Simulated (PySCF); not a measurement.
# FeH5S5 ([Fe(SH)5]3-): the cost of one run

Programs: PySCF 2.14.0, with routines of our own; each step states its level. All values are computed. Atoms count from 0.

## 1. The starting structure

11 atoms, charge -3, states of the metal's open shell are computed; geometry from: model geometry, bond lengths from ionic radii.

## 2. Ligand-field states: state-averaged CASSCF in water

The job: settings as JSON, then the geometry in Å.

```
{"job": {"kind": "lf", "basis": {"metal": "x2c-TZVPall", "ligand": "x2c-SVPall"}, "nevpt": true, "solvent": "water"}, "charge": -3, "metal": "Fe", "open_shell": "d6"}
Fe     0.000000     0.000000     0.000000
S      0.000000     0.000000     2.460000
H      1.320000     0.000000     2.710000
S      2.422627     0.000000    -0.427175
H      2.668829     1.320000    -0.470587
S     -2.422627     0.000000    -0.427175
H     -2.668829    -1.320000    -0.470587
S      0.000000     2.422627    -0.427175
H     -1.320000     2.668829    -0.470587
S     -0.000000    -2.422627    -0.427175
H      1.320000    -2.668829    -0.470587
```

With the program's defaults for keys left out, this is: state-averaged CASSCF of the metal d shell, SC-NEVPT2 on the averaged canonical orbitals, state-interaction spin-orbit coupling.

The run is started by

```console
$ OMP_NUM_THREADS=1 python lf_run.py task.json out
```

This one command runs all jobs of the session in turn.

Q: Estimate the wall time and peak memory of this first job on 1 thread of Arm Neoverse V1, shared host.

About 21 s, with a peak of 0.41 GiB.
